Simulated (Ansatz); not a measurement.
# C2H10AlNSi: the cost of one run

Method: RKS PBE0-D4/def2-SVP, in Ansatz 0.2.0.

**1. The structure to begin with**

Bond lengths: C1–Si2 1.836 Å, Si2–C3 1.847 Å, Si2–Al4 2.374 Å, Al4–N5 1.972 Å, C1–H6 1.181 Å, C1–H7 1.107 Å, C1–H8 1.051 Å, Si2–H9 1.518 Å, C3–H10 1.143 Å, C3–H11 1.073 Å, C3–H12 1.123 Å, Al4–H13 1.504 Å, N5–H14 1.019 Å, N5–H15 1.060 Å. Angles (14 of 24 angles, heavy atoms first): C1–Si2–C3 107.2°, C1–Si2–Al4 112.4°, C3–Si2–Al4 108.0°, Si2–Al4–N5 116.5°, C1–Si2–H9 109.7°, C3–Si2–H9 110.5°, Al4–Si2–H9 109.0°, Si2–C1–H6 107.5°, Si2–C1–H7 109.5°, Si2–C1–H8 111.3°, Si2–C3–H10 109.0°, Si2–C3–H11 111.3°, Si2–C3–H12 110.3°, Si2–Al4–H13 124.8°.

As a file:

```xyz
15

C    -1.2951   -0.9115    0.7372
Si    0.3598   -0.1173    0.7841
C     1.5963   -1.3987    0.2934
Al    0.5367    1.6959   -0.7375
N    -1.0772    2.1240   -1.7868
H    -2.0947   -0.0840    1.0047
H    -1.5250   -1.2268   -0.2983
H    -1.3594   -1.6992    1.4296
H     0.6455    0.3858    2.1874
H     2.6448   -0.9490    0.3617
H     1.4067   -1.7641   -0.6978
H     1.5984   -2.2415    1.0359
H     1.7632    2.5484   -0.9174
H    -1.3699    1.2818   -2.2799
H    -1.8518    2.3057   -1.0870
```

**2. Relaxing end A**

input.yaml

```yaml
crystal:
  periodic: [false, false, false]
  atoms:
    - { symbol: C, position_ang: [-1.2951, -0.9115, 0.7372] }
    - { symbol: Si, position_ang: [0.3598, -0.1173, 0.7841] }
    - { symbol: C, position_ang: [1.5963, -1.3987, 0.2934] }
    - { symbol: Al, position_ang: [0.5367, 1.6959, -0.7375] }
    - { symbol: "N", position_ang: [-1.0772, 2.124, -1.7868] }
    - { symbol: H, position_ang: [-2.0947, -0.084, 1.0047] }
    - { symbol: H, position_ang: [-1.525, -1.2268, -0.2983] }
    - { symbol: H, position_ang: [-1.3594, -1.6992, 1.4296] }
    - { symbol: H, position_ang: [0.6455, 0.3858, 2.1874] }
    - { symbol: H, position_ang: [2.6448, -0.949, 0.3617] }
    - { symbol: H, position_ang: [1.4067, -1.7641, -0.6978] }
    - { symbol: H, position_ang: [1.5984, -2.2415, 1.0359] }
    - { symbol: H, position_ang: [1.7632, 2.5484, -0.9174] }
    - { symbol: H, position_ang: [-1.3699, 1.2818, -2.2799] }
    - { symbol: H, position_ang: [-1.8518, 2.3057, -1.087] }
basis:
  gaussian: { orbitals: def2-SVP }
hamiltonian:
  xc: pbe0
  dispersion: d4
relax:
  f_tol: 0.015
  max_steps: 40
```

Launch:

```
> ansatz run input.yaml --threads 2 --pin off --max-ram 3072MiB --backend cpu --events-out ev --progress --plain --runs-dir out
```

What time and memory should one allow on 2 threads of Intel Xeon Platinum 8488C (Sapphire Rapids), shared host?

About 80 s, with a peak of 0.33 GiB.
